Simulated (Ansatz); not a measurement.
# CdSe: how the settings move a single-point run

Aim: see which settings change the result for CdSe, by how much, and at what cost.

Method: reference: DFT, r2SCAN, plane waves, PAW, in Ansatz 0.2.0.

1 further run of the same task is left out (it didn't finish).

## 1. Starting point

Symmetry: F-43m, No. 216, cubic system. Conventional cell: a = 6.136 Å, b = 6.136 Å, c = 6.136 Å, α = 90.00°, β = 90.00°, γ = 90.00°. Cd (site symmetry -43m) is surrounded by 4 Se at 2.66 Å. Se (site symmetry -43m) has 4 Cd at 2.66 Å as nearest neighbours.

As a file:

```cif
data_structure
_symmetry_space_group_name_H-M 'P 1'
_symmetry_Int_Tables_number 1
_cell_length_a 4.3385
_cell_length_b 4.3385
_cell_length_c 4.3385
_cell_angle_alpha 60.000
_cell_angle_beta 60.000
_cell_angle_gamma 60.000
_cell_volume 57.74
loop_
_atom_site_label
_atom_site_type_symbol
_atom_site_fract_x
_atom_site_fract_y
_atom_site_fract_z
_atom_site_occupancy
Cd1 Cd 0.00000 0.00000 0.00000 1
Se1 Se 0.25000 0.25000 0.25000 1
```

## 2. Reference

input.yaml reads:

```yaml
crystal:
  lattice:
    - [0.0, 3.0677809647, 3.0677809647]
    - [3.0677809647, 0.0, 3.0677809647]
    - [3.0677809647, 3.0677809647, 0.0]
  atoms:
    - { symbol: Cd, position: [0.0, 0.0, 0.0] }
    - { symbol: Se, position: [0.25, 0.25, 0.25] }
kpoints:
  mp_grid: { grid: [6, 6, 6] }
hamiltonian:
  xc: r2scan
scf:
  occupations: { method: fixed }
  n_extra_bands: 4
output:
  forces: true
  stress: true
  eigenvalues: true
```

Launch:

```
> ansatz run input.yaml --threads 4 --pin off --max-ram 3686MiB --backend cpu --events-out ev --progress --plain --runs-dir out
```

## 3. Changed: ecutwfc 900

Changes to input.yaml since step 2:

```diff
@@ -19 +19,3 @@
   eigenvalues: true
+basis:
+  ecutwfc: 900
```

## 4. Variant: occupations.method gaussian, occupations.width 0.05

Changes to input.yaml since step 2:

```diff
@@ -13,3 +13,3 @@
 scf:
-  occupations: { method: fixed }
+  occupations: { method: gaussian, width: 0.05 }
   n_extra_bands: 4
```

## 5. Changing settings: occupations.method methfessel_paxton, occupations.width 0.2

Changes to input.yaml since step 2:

```diff
@@ -13,3 +13,3 @@
 scf:
-  occupations: { method: fixed }
+  occupations: { method: methfessel_paxton, width: 0.2 }
   n_extra_bands: 4
```

## 6. The same system, input altered

Changes to input.yaml since step 2:

```diff
@@ -15,2 +15,4 @@
   n_extra_bands: 4
+  mixing: { beta: 1.0 }
+  max_iter: 61
 output:
```

## 8. Changing settings: occupations.method gaussian, occupations.width 0.5

Changes to input.yaml since step 2:

```diff
@@ -13,3 +13,3 @@
 scf:
-  occupations: { method: fixed }
+  occupations: { method: gaussian, width: 0.5 }
   n_extra_bands: 4
```

## 9. Variant: xc mr2scan

Changes to input.yaml since step 2:

```diff
@@ -11,3 +11,3 @@
 hamiltonian:
-  xc: r2scan
+  xc: mr2scan
 scf:
```

(Steps that only read results are left out.)

**Question.** What will these runs give? Wanted: for each run, ending; energy change; pressure; gap; force.

The runs gave:

| run | ending | energy change | pressure (GPa) | gap (eV) | force (eV/Å) | cycles | time |
| --- | --- | --- | --- | --- | --- | --- | --- |
| reference | converged | 0 | 0.0 | 1.04 | 0.00 | 6 | 2.6 s |
| 1: ecutwfc 900 | converged | -1.8 meV/atom | 0.0 | 1.04 | 0.00 | 6 | 4.5 s |
| 2: occupations.method gaussian, occupations.width 0.05 | converged | 0.0 meV/atom (σ→0) | 0.0 | 1.04 | 0.00 | 6 | 2.7 s |
| 3: occupations.method methfessel_paxton, occupations.width 0.2 | converged | 0.0 meV/atom (σ→0) | 0.0 | 1.04 | 0.00 | 6 | 2.6 s |
| 4: mixing.beta 1.0 | converged | 0.0 meV/atom | 0.0 | 1.04 | 0.00 | 6 | 2.7 s |
| 5: occupations.method gaussian, occupations.width 0.5 | converged | +0.4 meV/atom (σ→0) | 0.0 | 1.04 | 0.00 | 6 | 2.6 s |
| 6: xc mr2scan | converged | not comparable | 0.0 | 1.04 | 0.00 | 6 | 2.6 s |

Residual by cycle in the longest SCF loop of each run; runs are numbered as in the table. The quantity is the density residual dr2, in eV.

| cycle | reference | run 1 | run 2 | run 3 | run 4 | run 5 | run 6 |
| --- | --- | --- | --- | --- | --- | --- | --- |
| 1 | 0.0097 | 0.00993 | 0.00972 | 0.00972 | 0.0097 | 0.00953 | 0.0097 |
| 2 | 0.00134 | 0.00135 | 0.00133 | 0.00133 | 0.00419 | 0.00132 | 0.00134 |
| 3 | 2.3e-4 | 2.3e-4 | 2.3e-4 | 2.3e-4 | 3.4e-4 | 2.3e-4 | 2.3e-4 |
| 4 | 8.0e-6 | 6.8e-6 | 7.5e-6 | 7.5e-6 | 1.2e-5 | 7.1e-6 | 8.0e-6 |
| 5 | 3.1e-7 | 2.9e-7 | 3.0e-7 | 3.0e-7 | 4.7e-7 | 2.8e-7 | 3.1e-7 |
| 6 | 2.9e-8 | 3.4e-8 | 2.9e-8 | 2.9e-8 | 6.2e-9 | 2.7e-8 | 2.9e-8 |

**Reading.** No change moves the result by more than the table shows.
